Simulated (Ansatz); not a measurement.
# CH4BFSi: the cost of one run

Program: Ansatz 0.2.0. Level of theory: RKS PBE-D4/def2-SVP. These are calculated values, not measurements.

## (1) The structure to begin with

Bond lengths: B1–C2 1.380 Å, C2–Si3 1.875 Å, Si3–F4 1.614 Å, B1–H5 1.146 Å, C2–H6 1.079 Å, Si3–H7 1.460 Å, Si3–H8 1.460 Å. Angles: B1–C2–Si3 122.4°, B1–C2–H6 126.7°, Si3–C2–H6 110.9°, C2–B1–H5 176.6°, C2–Si3–F4 108.9°, C2–Si3–H7 113.1°, C2–Si3–H8 113.2°, F4–Si3–H7 104.0°, F4–Si3–H8 103.9°, H7–Si3–H8 112.7°.

As a file:

```xyz
8

B    -0.6610    1.6014   -0.4340
C     0.0828    0.8057    0.4139
Si    0.3181   -1.0308    0.1193
F    -0.4421   -1.4431   -1.2438
H    -1.2897    2.2079   -1.1762
H     0.5957    1.1208    1.3091
H     1.7095   -1.3985   -0.1276
H    -0.3133   -1.8634    1.1393
```

## (2) Relaxing end A

Input file input.yaml:

```yaml
crystal:
  periodic: [false, false, false]
  atoms:
    - { symbol: B, position_ang: [-0.66101, 1.60143, -0.43401] }
    - { symbol: C, position_ang: [0.08278, 0.8057, 0.41392] }
    - { symbol: Si, position_ang: [0.31812, -1.03083, 0.11933] }
    - { symbol: F, position_ang: [-0.44208, -1.4431, -1.2438] }
    - { symbol: H, position_ang: [-1.28971, 2.20794, -1.17621] }
    - { symbol: H, position_ang: [0.59571, 1.12079, 1.3091] }
    - { symbol: H, position_ang: [1.70948, -1.39854, -0.12762] }
    - { symbol: H, position_ang: [-0.31329, -1.86339, 1.13929] }
basis:
  gaussian: { orbitals: def2-SVP }
hamiltonian:
  xc: pbe
  dispersion: d4
relax:
  f_tol: 0.02
  max_steps: 50
```

Started as:

```sh
> ansatz run input.yaml --threads 1 --pin off --max-ram 2048MiB --backend cpu --events-out ev --progress --plain --runs-dir out
```

Q: Estimate wall time and peak memory on 1 thread of Arm Neoverse V2, shared host.

About 18 s, with a peak of 0.14 GiB.
